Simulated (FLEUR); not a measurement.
Here is a FLEUR MaX-R8.1 (later development tree) calculation.

File inp.xml:

```xml
<?xml version="1.0" encoding="UTF-8" standalone="no"?>
<fleurInput fleurInputVersion="0.39">
   <comment>
      HPbNO4                                                                                              
   </comment>
   <calculationSetup>
      <cutoffs Kmax="6.3" Gmax="27" GmaxXC="27" numbands="0"/>
      <scfLoop itmax="60" minDistance="0.0001" maxIterBroyd="15" imix="Anderson" alpha="0.05" precondParam="0.0" spinf="2.0" sdNocoIR="T"/>
      <coreElectrons ctail="T" frcor="F" kcrel="0" coretail_lmax="0"/>
      <xcFunctional name="PBEs" relativisticCorrections="F"/>
      <magnetism jspins="1"/>
      <soc l_soc="F" theta="0.0" phi="0.0" spav="F"/>
      <expertModes spex="0" secvar="F"/>
      <geometryOptimization l_f="F" forcealpha="1.0" forcemix="BFGS" epsdisp="0.00001" epsforce="0.00001"/>
      <ldaU l_linMix="F" mixParam="0.05" spinf="1.0"/>
   </calculationSetup>
   <cell>
      <bzIntegration valenceElectrons="50.0" mode="hist" fermiSmearingEnergy="0.00183747">
         <kPointListSelection listName="default-1"/>
         <!-- k-points included here -->
         <xi:include xmlns:xi="http://www.w3.org/2001/XInclude" href="kpts.xml"> </xi:include>
      </bzIntegration>
      <!-- symmetry operations included here -->
      <xi:include xmlns:xi="http://www.w3.org/2001/XInclude" href="sym.xml"> </xi:include>
      <bulkLattice scale="1.0">
         <bravaisMatrix>
            <row-1>    7.9353946342040578     0.2100808532717820     0.3177952423739819</row-1>
            <row-2>    3.6207152547335997     7.3535290631784713     0.2375007793397280</row-2>
            <row-3>    3.3275242465019099     2.3670520464127138    12.0425820851934340</row-3>
         </bravaisMatrix>
      </bulkLattice>
   </cell>
   <atomSpecies>
      <species name="Hydrogen (H)" element="H" atomicNumber="1">
         <mtSphere radius="0.75" gridPoints="249" logIncrement="0.031"/>
         <atomicCutoffs lmax="8" lnonsphr="8"/>
         <electronConfig flipSpins="F">
[... 39 lines left out ...]
         <mtSphere radius="0.97" gridPoints="321" logIncrement="0.032"/>
         <atomicCutoffs lmax="8" lnonsphr="8"/>
         <electronConfig flipSpins="F">
            <coreConfig>(1s1/2)</coreConfig>
            <valenceConfig>(2s1/2) (2p1/2) (2p3/2)</valenceConfig>
            <stateOccupation state="(2p1/2)" spinUp="0.666667" spinDown="0.666667"/>
            <stateOccupation state="(2p3/2)" spinUp="1.333333" spinDown="1.333333"/>
         </electronConfig>
         <energyParameters s="2" p="2" d="3" f="4"/>
         <lo type="SCLO" l="0" n="2" eDeriv="2"/>
         <lo type="SCLO" l="1" n="2" eDeriv="2"/>
         <lo type="SCLO" l="2" n="3" eDeriv="2"/>
      </species>
   </atomSpecies>
   <atomGroups>
      <atomGroup species="Hydrogen (H)">
         <relPos label="                   1">-.1085500000 -.3179800000 -.3720400000</relPos>
         <force calculate="T" relaxXYZ="TTT"/>
      </atomGroup>
      <atomGroup species="Lead (Pb)">
         <relPos label="                   2">.1442600000 -.0712800000 -.1164800000</relPos>
         <force calculate="T" relaxXYZ="TTT"/>
      </atomGroup>
      <atomGroup species="Nitrogen (N)">
         <relPos label="                   3">.2567000000 .2886100000 .3017100000</relPos>
         <force calculate="T" relaxXYZ="TTT"/>
      </atomGroup>
      <atomGroup species="Oxygen (O)">
         <relPos label="                   4">-.1689200000 -.3494400000 -.2159500000</relPos>
         <force calculate="T" relaxXYZ="TTT"/>
      </atomGroup>
      <atomGroup species="Oxygen (O)">
         <relPos label="                   5">.3869400000 .2238000000 .1129500000</relPos>
         <force calculate="T" relaxXYZ="TTT"/>
      </atomGroup>
      <atomGroup species="Oxygen (O)">
         <relPos label="                   6">.3110400000 .0357600000 .4585600000</relPos>
         <force calculate="T" relaxXYZ="TTT"/>
      </atomGroup>
      <atomGroup species="Oxygen (O)">
         <relPos label="                   7">.0772600000 -.3936700000 .3227500000</relPos>
         <force calculate="T" relaxXYZ="TTT"/>
      </atomGroup>
   </atomGroups>
   <output dos="F" band="F" slice="F">
      <checks vchk="F" cdinf="F"/>
      <bandDOS minEnergy="-.5*Htr" maxEnergy="0.5*Htr" sigma="0.015" storeEVData="T"/>
      <vacuumDOS vacdos="F" integ="F" star="F" nstars="0" locx1="0.0" locy1="0.0" locx2="0.0" locy2="0.0" nstm="0" tworkf="0.0"/>
      <unfoldingBand unfoldBand="F" supercellX="1" supercellY="1" supercellZ="1"/>
      <plotting iplot="0" polar="F">
         <plot TwoD="T" vec1="  1.0  0.0  0.0" vec2="  0.0  1.0  0.0" vec3="  0.0  0.0  1.0" zero="  0.0  0.0  0.0" file="plot"/>
      </plotting>
      <chargeDensitySlicing numkpt="0" minEigenval="0.0" maxEigenval="0.0" nnne="0" pallst="F"/>
      <specialOutput eonly="F"/>
      <moessbauerParams electricFieldGradient="T" isomerShift="T" coreHyperfine="T" valenceHyperfine="T"/>
      <magneticCircularDichroism mcd="F" energyLo="-10.0" energyUp="0.0"/>
   </output>
  <!-- We include the file relax.xml here to enable relaxations (see documentation) -->
  <xi:include xmlns:xi="http://www.w3.org/2001/XInclude" href="relax.xml"> <xi:fallback/> </xi:include>
</fleurInput>
```

File crystal.txt:

```
HPbNO4
&input cartesian=F /
4.1992300000  0.1111700000  0.1681700000
1.9160000000  3.8913200000  0.1256800000
1.7608500000  1.2525900000  6.3726600000
1.8897261246
1.0 1.0 1.0

7
1 0.8914500000  0.6820200000  0.6279600000
82 0.1442600000  0.9287200000  0.8835200000
7 0.2567000000  0.2886100000  0.3017100000
8 0.8310800000  0.6505600000  0.7840500000
8 0.3869400000  0.2238000000  0.1129500000
8 0.3110400000  0.0357600000  0.4585600000
8 0.0772600000  0.6063300000  0.3227500000

&kpt div1=4 div2=4 div3=3 gamma=T /
```

Potentials or basis: all-electron, FLAPW.

Run with:

```console
$ inpgen -f crystal.txt -profile fastHighL
$ # inp.xml edited to the form shown
$ mpirun -n 8 fleur_MPI -pe_per_kpt 1
```

(1) What does it give for the band gap on the k mesh?

Results:

(1) 2.97 eV, indirect (least direct gap 3.00 eV).

Caveat: the k mesh is coarse (spacing up to 0.43 Å⁻¹), so the values aren't converged; the plane-wave cutoff is short for the small spheres of the light atoms, so energies, forces and moduli aren't converged; spin-orbit coupling is left out, which as a rule narrows the gap of such compounds by several tenths of an eV; an odd mesh through Γ misses points on the zone boundary, where band edges often lie.
